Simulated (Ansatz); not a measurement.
A run of Ansatz 0.2.0 is set up as follows.

The input input.yaml:

```yaml
crystal:
  lattice:
    - [4.14, 0.0, 0.0]
    - [-2.07, 3.5853451717, 0.0]
    - [0.0, 0.0, 6.88]
  atoms:
    - { symbol: I, position: [0.6666666667, 0.3333333333, 0.75] }
    - { symbol: I, position: [0.3333333333, 0.6666666667, 0.25] }
    - { symbol: Mg, position: [0.0, 0.0, 0.0] }
hamiltonian:
  xc: pbesol
  pseudopotentials: { kind: paw }
kpoints:
  mp_grid: { grid: [8, 8, 4] }
scf:
  occupations: { method: fermi_dirac, width: 0.05 }
output:
  forces: true
  stress: true
  eigenvalues: true
relax:
  f_tol: 0.01
  max_steps: 40
  cell: { stress_tol: 0.05 }
```

Potentials or basis: Ansatz PAW.

Launch:

```sh
$ ansatz run input.yaml --threads 2 --pin off --max-ram 5632MiB --backend cpu --events-out ev --progress --plain --runs-dir out
```

Problem. What does it give for the band gap on the k mesh?

Solution. 3.55 eV, indirect (least direct gap 3.69 eV).

Problem. What does it give for the relaxed volume?

Solution. 34.65 Å³/atom.

Problem. What does it give for the relaxed cell?

Solution. a = 4.132 Å, b = 4.132 Å, c = 7.029 Å, α = 90.00°, β = 90.00°, γ = 120.00°.

Problem. Estimate the space group after relaxing (to 0.05 Å).

Solution. P-3m1 (No. 164).

Step by step:
| step | energy change (eV) | largest force (eV/Å) | volume (Å³) |
| --- | --- | --- | --- |
| 1 | 0.0000 | 0.2947 | 102.12 |
| 2 | -0.0008 | 0.2632 | 105.17 |
| 3 | -0.0179 | 0.0097 | 103.35 |
| 4 | -0.0185 | 0.0066 | 103.17 |
| 5 | -0.0186 | 0.0043 | 103.95 |
| 6 | -0.0188 | 0.0043 | 103.95 |

Caveat: the plane-wave basis is chosen anew once the cell has moved, so the energies of steps on either side of that aren't comparable; spin-orbit coupling is left out, which moves the levels of the heavy elements; this functional lacks dispersion, which binds the layers, so the pressure and a relaxed spacing across them are unreliable; the PAW data sets come from PBE, with cores solved anew for the run's functional, which leaves a small shift of forces and pressure. Zero-point motion and thermal expansion aren't in these numbers.
